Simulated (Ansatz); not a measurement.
# C₃H₈SSi: how energies converge with the basis set

One table from this session's results is given with a row withheld; the runs are named, their logs left out.

Computed with Ansatz 0.2.0, Gaussian basis. Level: one geometry, several basis sets.

Plan: PBE0-D4/def2-SVP; ωB97M-V/def2-SVP; PBE0-D4/def2-QZVPP; ωB97M-V/def2-QZVPP; the functionals' def2-TZVPP values are taken from earlier runs.

**The geometry**

All runs share one geometry, relaxed beforehand with PBE0-D4 in a triple-zeta def2 set.

SMILES `C=CCS[SiH3]`, 13 atoms, charge 0, spin multiplicity 1.

Atoms are counted from 1 here; the program's logs count them from 0.

Bond lengths: C1–C2 1.326 Å, C1–H6 1.086 Å, C1–H7 1.083 Å, C2–C3 1.485 Å, C2–H8 1.087 Å, C3–S4 1.834 Å, C3–H9 1.091 Å, C3–H10 1.093 Å, S4–Si5 2.131 Å, Si5–H11 1.484 Å, Si5–H12 1.484 Å, Si5–H13 1.487 Å. Angles: C2–C1–H6 121.4°, C2–C1–H7 121.5°, H6–C1–H7 117.1°, C1–C2–C3 123.9°, C1–C2–H8 120.0°, C3–C2–H8 116.0°, C2–C3–S4 112.5°, C2–C3–H9 111.4°, C2–C3–H10 111.3°, S4–C3–H9 109.1°, S4–C3–H10 104.0°, H9–C3–H10 108.3°, C3–S4–Si5 100.3°, S4–Si5–H11 113.6°, S4–Si5–H12 104.7°, S4–Si5–H13 110.1°, H11–Si5–H12 109.3°, H11–Si5–H13 108.8° and more.

The first run:

The input, in.yaml:

```yaml
crystal:
  periodic: [false, false, false]
  atoms:
    - {symbol: C, position_ang: [-1.455552, -0.720521, 0.977493]}
    - {symbol: C, position_ang: [-0.263193, -1.160192, 0.597743]}
    - {symbol: C, position_ang: [1.008535, -0.441530, 0.864860]}
    - {symbol: S, position_ang: [1.860188, 0.072401, -0.675549]}
    - {symbol: Si, position_ang: [0.343423, 1.277319, -1.564232]}
    - {symbol: H, position_ang: [-1.567101, 0.205045, 1.533708]}
    - {symbol: H, position_ang: [-2.360410, -1.270054, 0.747104]}
    - {symbol: H, position_ang: [-0.179102, -2.083125, 0.029582]}
    - {symbol: H, position_ang: [0.845305, 0.436407, 1.492243]}
    - {symbol: H, position_ang: [1.733810, -1.089064, 1.363728]}
    - {symbol: H, position_ang: [-0.772054, 0.493052, -2.150844]}
    - {symbol: H, position_ang: [1.039001, 2.023725, -2.642410]}
    - {symbol: H, position_ang: [-0.212450, 2.221736, -0.558626]}
basis:
  gaussian: {orbitals: def2-SVP}
hamiltonian: {xc: pbe0, dispersion: d4}
output: {orbitals: {seedname: orbitals}}
```

On the command line:

```
$ ansatz run in.yaml --threads 4 --pin off --events-out ev --progress --plain --max-ram 10444MiB
```

Steps of the session up to this table: PBE0-D4 in def2-SVP; ωB97M-V in def2-SVP; PBE0-D4 in def2-QZVPP; ωB97M-V in def2-QZVPP.

One table of the session follows, with a row left open; its other results are not shown here.

It belongs to the step «Functionals by basis». 

```
functional       basis  HOMO (eV)  LUMO (eV)
   PBE0-D4    def2-SVP      -6.89      -0.08
   PBE0-D4  def2-TZVPP          ?          ?
   PBE0-D4  def2-QZVPP      -7.00      -0.37
   ωB97M-V    def2-SVP      -9.04       2.12
   ωB97M-V  def2-TZVPP      -9.16       1.72
   ωB97M-V  def2-QZVPP      -9.18       1.41
```

**Question.** Estimate the row for PBE0-D4, def2-TZVPP.

As computed: HOMO (eV): -6.98; LUMO (eV): -0.29. In the column «HOMO (eV)» it lies between PBE0-D4, def2-QZVPP (-7.00) and PBE0-D4, def2-SVP (-6.89).
